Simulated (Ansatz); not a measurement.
# Al2BN3: the cost of one run

Method: DFT PBE, scalar-relativistic, plane waves, PAW, in Ansatz 0.2.0.

### 1 The structure to begin with

The structure is hexagonal, space group P6/mmm (No. 191). The conventional cell has a = 4.729 Å, b = 4.729 Å, c = 3.554 Å, α = 90.00°, β = 90.00°, γ = 120.00°. Around Al (site symmetry -6m2) lie 6 N at 2.24 Å and 3 Al at 2.73 Å and 3 B at 2.73 Å. B (site symmetry 6/mmm) is surrounded by 6 Al at 2.73 Å. N (site symmetry mmm) has 4 Al at 2.24 Å as nearest neighbours.

As a file:

```cif
data_structure
_symmetry_space_group_name_H-M 'P6/mmm'
_symmetry_Int_Tables_number 191
_cell_length_a 4.7291
_cell_length_b 4.7291
_cell_length_c 3.5540
_cell_angle_alpha 90.000
_cell_angle_beta 90.000
_cell_angle_gamma 120.000
_cell_volume 68.83
loop_
_atom_site_label
_atom_site_type_symbol
_atom_site_symmetry_multiplicity
_atom_site_Wyckoff_symbol
_atom_site_fract_x
_atom_site_fract_y
_atom_site_fract_z
_atom_site_occupancy
Al1 Al 2 c 0.33333 0.66667 0.00000 1
B1 B 1 a 0.00000 0.00000 0.00000 1
N1 N 3 g 0.50000 0.00000 0.50000 1
```

A structure generator made this guess: species swapped into a database cell of CeZn2Ni3 (P6/mmm, No. 191), with B on the Ce sites, Al on the Zn sites and N on the Ni sites. Lengths come from tabulated atomic sizes and are only a guess.

### 2 Probe: one point on a coarse mesh

File input.yaml:

```yaml
crystal:
  lattice:
    - [4.72913621, 0.0, 0.0]
    - [-2.36456811, 4.0955521, 0.0]
    - [0.0, 0.0, 3.55397122]
  atoms:
    - { symbol: Al, position: [0.33333333, 0.66666667, 0.0] }
    - { symbol: Al, position: [0.66666667, 0.33333333, 0.0] }
    - { symbol: B, position: [0.0, 0.0, 0.0] }
    - { symbol: "N", position: [0.5, 0.0, 0.5] }
    - { symbol: "N", position: [0.0, 0.5, 0.5] }
    - { symbol: "N", position: [0.5, 0.5, 0.5] }
basis:
  ecutwfc: 420
kpoints:
  mp_grid: { grid: [6, 6, 6] }
hamiltonian:
  xc: pbe
scf:
  occupations: { method: gaussian, width: 0.1 }
  lower_state_search: "off"
output:
  forces: true
  stress: true
  eigenvalues: true
```

Launch:

```console
ansatz run input.yaml --threads 1 --pin off --max-ram 2560MiB --backend cpu --events-out ev --progress --plain --runs-dir out
```

**Question.** How long does this run take on 1 thread of Arm Neoverse V1, shared host, and how much memory does it need?

About 2.1 s, with a peak of 0.31 GiB.
